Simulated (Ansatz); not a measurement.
Task: a ladder of methods at one geometry of C2H5BF2, SMILES FCBCF, with the Python package of Ansatz (0.2.0). Give the script and its output. Use (for the species named): CAM-B3LYP, cc-pVDZ basis, multiplicity 1. The script varies functional: cam_b3lyp, blyp, hse06, r2scan.

```yaml
atoms:
  - { symbol: F, position_ang: [-0.3826, -2.2907, -0.6136] }
  - { symbol: C, position_ang: [0.4732, -1.2730, -0.2622] }
  - { symbol: B, position_ang: [-0.3043, -0.1285, 0.5400] }
  - { symbol: C, position_ang: [-0.2045, 1.3818, 0.0303] }
  - { symbol: F, position_ang: [-0.8932, 1.4248, -1.2190] }
  - { symbol: H, position_ang: [1.2645, -1.7047, 0.3756] }
  - { symbol: H, position_ang: [0.9719, -0.8438, -1.1699] }
  - { symbol: H, position_ang: [-0.7802, -0.3844, 1.5588] }
  - { symbol: H, position_ang: [-0.8284, 2.0273, 0.7942] }
  - { symbol: H, position_ang: [0.7668, 1.7400, -0.0312] }
```

Script `c2h5bf2.py`:
```python
# -*- coding: utf-8 -*-
from pathlib import Path

import ansatz as az
from ase import Atoms
import numpy as np

atoms = Atoms(['F', 'C', 'B', 'C', 'F', 'H', 'H', 'H', 'H', 'H'], positions=[
    [-0.3826, -2.2907, -0.6136],
    [0.4732, -1.273, -0.2622],
    [-0.3043, -0.1285, 0.54],
    [-0.2045, 1.3818, 0.0303],
    [-0.8932, 1.4248, -1.219],
    [1.2645, -1.7047, 0.3756],
    [0.9719, -0.8438, -1.1699],
    [-0.7802, -0.3844, 1.5588],
    [-0.8284, 2.0273, 0.7942],
    [0.7668, 1.74, -0.0312],
])
mol = az.Crystal.molecule_from_ase(atoms)

calculation = mol.calculation().basis(gaussian='cc-pVDZ')

print('functional    E (Ha)        dipole (D)   HOMO (eV)  LUMO (eV)')
for name in ['cam_b3lyp', 'blyp', 'hse06', 'r2scan']:
    summary = calculation.functional(name).forces().orbitals().run(threads=1, runs_dir='runs').report
    lines = Path(summary['orbitals_path']).read_text().splitlines()
    field_of = lambda key: [line.split('=')[1].strip() for line in lines if line.startswith(key)]
    orbitals = [(27.211386 * float(e), s, float(n)) for e, s, n in zip(field_of('Ene='), field_of('Spin='), field_of('Occup='))]
    homo = max(e for e, _, n in orbitals if n > 0.5)
    lumo = min(e for e, _, n in orbitals if n < 0.5)
    dipole = 4.803205 * np.linalg.norm(summary['charge_distribution']['dipole_moment_e_ang'])
    print(f'{name:10s} {summary["free_energy_ev"] / 27.211386246:14.6f} {dipole:9.3f} {homo:11.3f} {lumo:10.3f}')
```

```console
$ python c2h5bf2.py
functional    E (Ha)        dipole (D)   HOMO (eV)  LUMO (eV)
cam_b3lyp     -303.589560     2.791      -9.754     -0.895
blyp          -303.618601     2.424      -6.529     -2.893
hse06         -303.367309     2.758      -7.906     -2.453
r2scan        -303.551815     2.682      -7.041     -2.761
```

What to keep in mind:
- Total energies depend on the basis set; only differences at equal settings carry meaning.
- The geometry is a force-field or estimated start, not a minimum of this method, and the basis set is short of its limit. A lower total doesn't mark the better method: functionals have no common bound, and MP2 and coupled cluster aren't variational.
- Levels such as HOMO and LUMO are orbital energies: with these approximate functionals they aren't the ionisation energy and electron affinity, and their gap isn't the fundamental gap.
- hse06 follows the composition of plane-wave codes, whose totals differ by tens of mHa, up to about 0.1 Ha, from the form usual in Gaussian-basis programs (wpbeh).
- The whole script took 16 s on 1 thread of Arm Neoverse V1, on a shared host, peak memory 0.26 GiB.

(A comment or docstring line of the script was reworded after the run, the code is as it ran; lines on the test bed's own set-up are left out of the output.)
